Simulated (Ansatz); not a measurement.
Geometry optimisation, DFT PBE, scalar-relativistic, plane waves, PAW in Ansatz 0.2.0.

Input:

```yaml
crystal:
  lattice:
    - [-2.457483, 4.256486, 5.431301]
    - [4.914966, 0.0, 5.431301]
    - [4.914966, 8.512971, 0.0]
  atoms:
    - { symbol: Si, position: [0.0, 0.0, 0.2655443] }
    - { symbol: Si, position: [0.49999999, 0.50000004, 1.01554429] }
    - { symbol: Si, position: [0.93221095, 0.40112241, 0.03389448] }
    - { symbol: O, position: [0.46453107, 0.32035993, 0.9744316] }
    - { symbol: O, position: [0.1937237, 0.92450064, 0.33105255] }
    - { symbol: O, position: [0.51908167, 0.93247602, 0.10584758] }
    - { symbol: O, position: [0.03546892, 0.17964011, 0.1168771] }
    - { symbol: O, position: [0.98091831, 0.56752408, 0.08162639] }
    - { symbol: O, position: [0.30627628, 0.57549943, 0.1401647] }
    - { symbol: Si, position: [-1.0e-08, 1.0e-08, 0.76554431] }
    - { symbol: Si, position: [0.56778903, 0.09887765, 0.45056117] }
    - { symbol: Si, position: [0.93221095, 0.40112242, 0.53389449] }
    - { symbol: O, position: [0.46453107, 0.32035993, 0.47443159] }
    - { symbol: O, position: [0.1937237, 0.92450064, 0.83105257] }
    - { symbol: O, position: [0.51908167, 0.93247602, 0.60584759] }
    - { symbol: O, position: [0.03546891, 0.17964011, 0.61687711] }
    - { symbol: O, position: [0.98091831, 0.56752408, 0.5816264] }
    - { symbol: O, position: [0.30627628, 0.57549943, 0.64016471] }
    - { symbol: Si, position: [0.49999999, 0.50000004, 0.51554428] }
    - { symbol: Si, position: [0.06778903, 0.59887765, 0.20056119] }
    - { symbol: Si, position: [0.43221095, 0.90112241, 0.28389451] }
    - { symbol: O, position: [0.96453107, 0.82035996, 0.22443156] }
    - { symbol: O, position: [0.6937237, 0.42450064, 0.58105253] }
    - { symbol: O, position: [0.01908167, 0.43247599, 0.35584761] }
    - { symbol: O, position: [0.53546891, 0.67964014, 0.36687708] }
    - { symbol: O, position: [0.48091831, 0.06752405, 0.33162641] }
    - { symbol: O, position: [0.80627628, 0.07549943, 0.39016468] }
    - { symbol: Si, position: [0.06778903, 0.59887766, 0.7005612] }
    - { symbol: Si, position: [0.43221095, 0.90112242, 0.78389452] }
    - { symbol: O, position: [0.96453107, 0.82035996, 0.72443157] }
    - { symbol: O, position: [0.6937237, 0.42450063, 0.08105252] }
    - { symbol: O, position: [0.01908167, 0.43247599, 0.85584762] }
    - { symbol: O, position: [0.53546891, 0.67964015, 0.86687709] }
    - { symbol: O, position: [0.48091831, 0.06752405, 0.83162642] }
    - { symbol: O, position: [0.80627628, 0.07549943, 0.89016469] }
total_charge: -2
basis:
  ecutwfc: 420.0
kpoints:
  mp_grid: { grid: [2, 2, 1] }
hamiltonian:
  xc: pbe
  pseudopotentials: { kind: paw, azcp: { folder: soft_1 } }
scf:
  occupations: { method: gaussian, width: 0.05 }
  lower_state_search: "off"
relax:
  f_tol: 0.03
  max_steps: 60
  adjacent_minimum: "off"
output:
  write_density: true
  write_potential: true
  elf: true
  volumetric_format: npy
```

Command:

```bash
$ ansatz run input.yaml --threads 2 --pin off --max-ram 5120MiB --backend cpu --events-out ev --progress --plain --runs-dir out
```

Where does it end, and by what steps?

The run converged. Limits of this set-up: coarse k mesh, charged cell in a uniform background, uncorrected. After 6 steps the energy has fallen by 1.172 eV; O34 moved furthest, 0.52 Å.

| step | energy less start (eV) | largest force component (eV/Å) | accepted |
| --- | --- | --- | --- |
| 0 | 0.0000 | 2.941 | yes |
| 1 | -0.5274 | 2.032 | yes |
| 2 | -1.0920 | 0.388 | yes |
| 3 | -1.1276 | 0.401 | yes |
| 4 | -1.1500 | 0.161 | yes |
| 5 | -1.1704 | 0.072 | yes |
| 6 | -1.1722 | 0.020 | yes |

```xyz
35
Lattice="-2.4575 4.2565 5.4313 4.9150 0.0000 5.4313 4.9150 8.5130 0.0000" Properties=species:S:1:pos:R:3
Si 1.335 2.311 -0.018
Si 6.226 10.707 5.430
Si -0.115 4.275 7.201
O 5.489 10.151 4.132
O 5.770 3.709 6.071
O 3.674 2.950 7.627
O 1.408 1.164 1.116
O 0.843 4.936 8.348
O 2.873 2.477 4.926
Si 3.883 6.652 0.013
Si 1.246 6.189 3.546
Si 2.316 8.569 7.242
O 2.725 5.939 4.200
O 8.109 7.984 6.118
O 6.158 7.201 7.708
O 3.849 5.477 1.191
O 3.342 9.142 8.379
O 5.182 6.745 4.741
Si 3.717 6.488 5.381
Si 3.768 2.045 3.648
Si 4.655 4.131 7.235
O 2.826 6.093 9.625
O 3.177 7.842 6.082
O 3.777 3.239 2.531
O 3.810 5.378 6.554
O 0.633 4.777 3.038
O 0.349 6.812 4.764
Si 6.276 6.293 3.631
Si 7.166 8.495 7.363
O 5.263 10.354 9.745
O 0.822 3.635 6.051
O 6.315 7.416 2.466
O 6.215 9.660 6.702
O 2.975 8.827 3.309
O 2.888 11.278 4.949
```

Whether the end is a true minimum wasn't checked by a vibrational analysis.

The run took 76 s on 2 threads of Arm Neoverse V2 (shared host), peak memory 0.95 GiB.
